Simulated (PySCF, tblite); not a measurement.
# C3H5BCl2O2: geometry, infrared bands and NMR shifts

Wanted: the infrared bands and NMR shifts of C3H5BCl2O2 (`CC(=O)OCB(Cl)Cl`), by calculation.

Computed with tblite 0.8.0 and PySCF 2.14.0, with density-fitted response routines of our own, on a single molecule in the gas phase. Atoms count from 0, in the outputs and in this text.

### 1 Starting geometry

13 atoms, charge 0, multiplicity 1; geometry from: force field or distance geometry start.

Bonds of the start (Å): C0–C1 1.48, C1–O2 1.29, C1–O3 1.41, O3–C4 1.41, C4–B5 1.60, B5–Cl6 1.85, B5–Cl7 1.87, C0–H8 1.10, C0–H9 1.11, C0–H10 1.12, C4–H11 1.10, C4–H12 1.10.

### 2 Relaxing the molecule with GFN2-xTB

Job settings and geometry (Å):

```
{"job": {"kind": "relax", "xc": "GFN2-xTB", "basis": "xTB"}, "charge": 0, "multiplicity": 1}
C     -2.391400     0.561100     0.013200
C     -1.138400    -0.231800     0.082000
O     -1.103100    -1.382600     0.666800
O      0.037900     0.303000    -0.487600
C      1.177100    -0.522200    -0.353200
B      2.474000     0.124700    -1.024800
Cl     2.561200     1.967200    -0.958300
Cl     4.069600    -0.777800    -0.645100
H     -2.197600     1.628100     0.177400
H     -2.840200     0.344800    -0.974700
H     -3.071800     0.142000     0.793300
H      1.392100    -0.619900     0.723400
H      1.026100    -1.536300    -0.752600
```

Launch:

```bash
$ OMP_NUM_THREADS=1 python probes_run.py task.json out
```

This one command runs all jobs of the session in turn.

**Question.** This job is followed by: GFN2-xTB harmonic vibrations, gas phase; GIAO PBE0/pcSseg-1 NMR shielding, non-relativistic, gas phase. What will the session give for the following? strongest single infrared mode (GFN2-xTB); zero-point energy (GFN2-xTB); 13C shifts against TMS (PBE0/pcSseg-1); 1H shifts against TMS (PBE0/pcSseg-1, means over atoms taken as alike); 17O shifts against H2O (PBE0/pcSseg-1); 11B shifts against BF3·OEt2 (PBE0/pcSseg-1); 35Cl shifts against HCl (PBE0/pcSseg-1, means over atoms taken as alike).

The runs gave:

| quantity | value |
| --- | --- |
| strongest single infrared mode (GFN2-xTB) | 1188 cm⁻¹, 452 km/mol |
| zero-point energy (GFN2-xTB) | 51.7 kcal/mol |
| 13C shifts against TMS (PBE0/pcSseg-1) | 176.5, 65.6, 22.5 ppm |
| 1H shifts against TMS (PBE0/pcSseg-1, means over atoms taken as alike) | 4.30, 2.15 ppm |
| 17O shifts against H2O (PBE0/pcSseg-1) | 451.4, 202.2 ppm |
| 11B shifts against BF3·OEt2 (PBE0/pcSseg-1) | 60.9 ppm |
| 35Cl shifts against HCl (PBE0/pcSseg-1, means over atoms taken as alike) | 267 ppm |

In words: The optimisation took 58 steps and gained 1.157 eV; among the close pairs (by a distance rule), B5–Cl7 changed most, from 1.872 to 1.713 Å. The lowest mode is imaginary (27i cm⁻¹), so the xTB geometry is not a minimum. The strongest single mode, at 1188 cm⁻¹, moves mainly C1. Unscaled tight-binding wavenumbers are off by several per cent, some by more. Its intensities can rank the bands wrongly. C1 (ester carbonyl carbon) lies farthest downfield among carbon, at 176.5 ppm; it is a carbonyl in resonance with an O or N lone pair, the region of acids, esters and amides. The most deshielded hydrogen is H11, H12 (mean) (hydrogen on an sp3 CH2 bonded to B and O), at 4.30 ppm: its carbon carries O, hence the downfield position. At PBE0/pcSseg-1: Shielding is most anisotropic at O2 (span 700 ppm, paramagnetic term -519 ppm).
